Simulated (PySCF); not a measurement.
**[SbCl2]+: structure of the singlet**

Where does singlet [SbCl2]+ go from a bent start, is the end point a minimum, and what are its modes, charges and moments?

Method: PBE0, basis Sb def2-TZVP with ECP28, Cl def2-TZVP, scalar-relativistic core potentials, no spin–orbit coupling, density fitting; program: PySCF 2.14.0.

## 1. The system as given

3 atoms, charge 1, spin multiplicity 1.

Bond lengths: Sb1–Cl2 2.342 Å, Sb1–Cl3 2.342 Å. Angles: Cl2–Sb1–Cl3 110.0°.

Coordinates in bohr (charge 1 multiplicity 1):
```
Sb    0.0000    0.0000   -0.9303
Cl    3.6256    0.0000    1.6083
Cl   -3.6256    0.0000    1.6083
```

## 2. Bent start, singlet: relaxation

One driver script runs all steps and calls PySCF; scf.py shows how it sets up the SCF of each step. The optimiser is the driver's own. Before each start the driver seeks the lowest SCF state from one or more starting densities and follows internal instabilities, so scf.py alone need not reach the same state.

The program finds C2v symmetry in the start, which this walk keeps. The walk stops when the largest gradient is under 0.0003 Eh/bohr and the energy has settled too.

The input, scf.py:

```python
from pyscf import gto, scf, dft
mol = gto.M(atom='''
Sb     0.000000     0.000000    -0.492316
Cl     1.918600    -0.000000     0.851084
Cl    -1.918600     0.000000     0.851084''',
    basis={'Sb': 'def2-TZVP', 'Cl': 'def2-TZVP'},
    ecp={'Sb': 'def2-TZVP'},
    charge=1, spin=0)
mf = dft.RKS(mol, xc='PBE0')
mf.grids.atom_grid = (50, 194)
aux = {'Sb': 'def2-universal-JKFIT', 'Cl': 'def2-universal-JKFIT'}
mf = mf.density_fit(auxbasis=aux)
mf.kernel()
```

Steps of the walk:

| step | energy (Eh) | change (kJ/mol) | largest symmetric gradient (Eh/bohr) |
| --- | --- | --- | --- |
| 0 | -1160.144499 | 0.00 | 0.02683 |
| 1 | -1160.151083 | -17.29 | 0.00718 |
| 2 | -1160.152413 | -20.78 | 0.00076 |
| 3 | -1160.152416 | -20.79 | 0.00024 |
| 4 | -1160.152416 | -20.79 | 0.00000 |

The walk took 6.7 s on 4 threads, shared host.

Geometry (Å) and forces (eV/Å) at some steps:

```
step 0
Sb   0.000   0.000  -0.492   0.000   0.000   1.194
Cl   1.919   0.000   0.851  -1.379   0.000  -0.597
Cl  -1.919   0.000   0.851   1.379   0.000  -0.597
step 1
Sb   0.000   0.000  -0.503   0.000   0.000  -0.027
Cl   1.814   0.000   0.857  -0.369   0.000   0.013
Cl  -1.814   0.000   0.857   0.369   0.000   0.013
step 2
Sb   0.000   0.000  -0.560   0.000   0.000  -0.039
Cl   1.726   0.000   0.885   0.015   0.000   0.019
Cl  -1.726   0.000   0.885  -0.015   0.000   0.019
step 3
Sb   0.000   0.000  -0.563   0.000   0.000   0.013
Cl   1.725   0.000   0.886  -0.005   0.000  -0.006
Cl  -1.725   0.000   0.886   0.005   0.000  -0.006
step 4
Sb   0.000   0.000  -0.562   0.000   0.000   0.000
Cl   1.725   0.000   0.886   0.000   0.000   0.000
Cl  -1.725   0.000   0.886   0.000   0.000   0.000
```

After 4 steps and 20.8 kJ/mol it ends at C2v: Sb–Cl 2.252 Å (×2); Cl–Sb–Cl 100.0°.

## 3. Hessian and properties

On the finer grid the gradient is checked again; gradients at displacements of ±0.01 bohr then give force constants and infrared intensities.

Changes to scf.py since step 2:

```diff
@@ -3,3 +3,3 @@
-Sb     0.000000     0.000000    -0.492316
-Cl     1.918600    -0.000000     0.851084
-Cl    -1.918600     0.000000     0.851084''',
+Sb     0.000000    -0.000000    -0.529275
+Cl     1.726384    -0.000000     0.916628
+Cl    -1.726384     0.000000     0.916628''',
@@ -10 +10 @@
-mf.grids.atom_grid = (50, 194)
+mf.grids.atom_grid = (75, 302)
```

This SCF starts from the last density.

SCF at the final geometry:

```text
init E= -1160.15238742935
  HOMO = -0.548030959263524  LUMO = -0.375551016163953  gap/eV = 4.69342
cycle= 1 E= -1160.15238742935  delta_E= 2.73e-12  |g|= 3.45e-06  |ddm|= 5.45e-06
  HOMO = -0.548031067579802  LUMO = -0.375550485093072  gap/eV = 4.69344
Extra cycle  E= -1160.15238742934  delta_E= 8.64e-12  |g|= 6.04e-06  |ddm|= 9.35e-06
converged SCF energy = -1160.15238742934
```

The whole step took 16 s.

Geometry: C2v; Sb–Cl 2.252 Å (×2); Cl–Sb–Cl 100.1°.

Modes, for the most abundant isotopes:

```
symmetry  ω (cm⁻¹)  IR (km/mol)
      a1       146          2.2
      b2       432         71.1
      a1       442         22.8
```

All wavenumbers are real: a minimum.

Properties at this point:

| Property | Result |
| --- | --- |
| Dipole moment about the centre of mass | 1.92 D |
| Highest occupied level | -14.91 eV |
| Lowest empty level | -10.22 eV |
| Rotational constants | 0.182, 0.08087, 0.05599 cm⁻¹ |
| Zero-point energy | 6.1 kJ/mol |
| Principal polarisabilities | 34.6, 52.2, 73.2 bohr³ |
| Principal traceless quadrupole moments about the centre of mass | -1.81, 0.30, 1.51 D Å |
| Entropy at 298.15 K and 1 bar | 300.2 J/(mol K) |
| Heat capacity Cp at 298.15 K | 52.9 J/(mol K) |
| Enthalpy at 298.15 K above 0 K | 13.07 kJ/mol |
| Rotational symmetry number | 2 |

Charges (e) and bond orders:

```json
{"atom": "Sb1", "Mulliken": "1.15", "Löwdin": "0.55", "polar tensor": "1.57", "Mayer order to Sb1": "–"}
{"atom": "Cl2,3", "Mulliken": "-0.08", "Löwdin": "0.23", "polar tensor": "-0.29", "Mayer order to Sb1": "1.38"}
```

Mulliken populations on Sb1 (outside its core potential): s 3.86, p 7.68, d 10.24, f 0.07.

## 4. What came out

| quantity | value |
| --- | --- |
| minimum | singlet, C2v |
| geometry | Sb–Cl 2.252 Å (×2); Cl–Sb–Cl 100.1° |
| wavenumbers (cm⁻¹) | 146 (a1), 432 (b2), 442 (a1) |
| dipole moment (centre of mass) | 1.92 D |
| highest occupied, lowest empty level | -14.91, -10.22 eV |
| polar-tensor charge of Sb1 | +1.57 e |
| zero-point energy | 6.1 kJ/mol |
| entropy at 298.15 K | 300.2 J/(mol K) |

In words: The bent start keeps its C2v symmetry and ends in a minimum. The strongest infrared band lies at 432 cm⁻¹ (b2, stretch). Other starts or spin states, not run here, may lie lower. Spin–orbit coupling is left out.

The search up to here took 24 s.
